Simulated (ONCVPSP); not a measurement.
# Pseudopotential generation for P: ONCV, LDA (Perdew-Wang 92)

Task: generate the file, and judge it by its errors in other configurations, its logarithmic derivatives, its ghosts and its cutoff.

The numbers are computed with ONCVPSP 4.0.1 (LDA (Perdew-Wang 92), scalar-relativistic, spin-unpolarised reference atom).

## 1. Settings

The settings as typed:

```
element                 : phosphorus (P, Z = 15)
type                    : optimised norm-conserving Vanderbilt (ONCV)
frozen core             : [Ne]
valence charge          : 5
reference configuration : 3s2 3p2 (charge +1)
partial waves           : 3s: rc 1.40 bohr, ncon 5, nbas 9, qcut 4.7 1/bohr, 2 projectors, debl 3.5 Ha; 3p: rc 1.60 bohr, ncon 4, nbas 9, qcut 5.2 1/bohr, 2 projectors, debl 1 Ha
local potential         : polynomial inside 1.05 bohr (lpopt 5, dvloc0 4 Ha)
core correction         : Teter function, fcfact 3.75, rcfact 1.05
```

## 2. The generation run

Input file P.dat:

```
# ATOM AND REFERENCE CONFIGURATION
# atsym  z   nc   nv     iexc    psfile
  P 15.00    3    2  -001012      upf
#
#   n    l    f
    1    0    2.00
    2    0    2.00
    2    1    6.00
    3    0    2.00
    3    1    2.00
#
# PSEUDOPOTENTIAL AND OPTIMIZATION
# lmax
    1
#
#   l,   rc,      ep,       ncon, nbas, qcut
    0    1.40    0.00    5    9    4.70
    1    1.60    0.00    4    9    5.20
#
# LOCAL POTENTIAL
# lloc, lpopt,  rc(5),   dvloc0
    4    5    1.05    4.00
#
# VANDERBILT-KLEINMAN-BYLANDER PROJECTORs
# l, nproj, debl
    0    2    3.50
    1    2    1.00
#
# MODEL CORE CHARGE
# icmod, fcfact, rcfact
    3    3.75    1.05
#
# LOG DERIVATIVE ANALYSIS
# epsh1, epsh2, depsh
   -2.00    5.00    0.02
#
# OUTPUT GRID
# rlmax, drl
    6.00    0.01
#
# TEST CONFIGURATIONS
# ncnf
    4
# nvcnf
#   n    l    f
    2
    3    0    2.00
    3    1    3.00
#
    2
    3    0    2.00
    3    1    1.00
#
    2
    3    0    2.00
    3    1    0.00
#
    2
    3    0    1.00
    3    1    3.00
#
```

Run with:

```sh
$ oncvpsp.x < P.dat > P.out
```

**Question.** What will these runs give? Wanted: cutoffs for 1 and 0.1 mHa per electron, occupied waves; bound ghosts; GHOST(+) flags; largest test error; largest phase difference near zero energy, channels read; rms error of d²Exc/dn², without and with the model core.

**Answer**, as computed:

| quantity | value |
| --- | --- |
| cutoffs for 1 and 0.1 mHa per electron, occupied waves | 11 Ha and 98 Ha |
| bound ghosts | none found |
| GHOST(+) flags | s at 163 eV |
| largest test error (AE − PS) | +76 meV, for 3s2 3p0 |
| largest phase difference near zero energy, channels read | 0.001 rad |
| rms error of d²Exc/dn², without and with the model core | 4.61 and 3.26 mHa |

**Reading.** By total energies transferability is fair: the largest error is 76 meV on 49.1 eV, for 3s2 3p0. That test lies far up in energy; among those under 40 eV, nearer to bonding, the largest error is 10 meV. The potential is soft on the atom at that tolerance: the looser tolerance needs 11 Ha. The tighter tolerance needs 98 Ha, and converged work needs a cutoff nearer that. At the looser tolerance the 3s wave is the slowest; 3p needs 5 Ha. It is free of bound ghosts as far as tested. Near zero energy the phases of the channels with partial waves agree within 0.001 rad. The program also flags highly localised states, GHOST(+) (s).
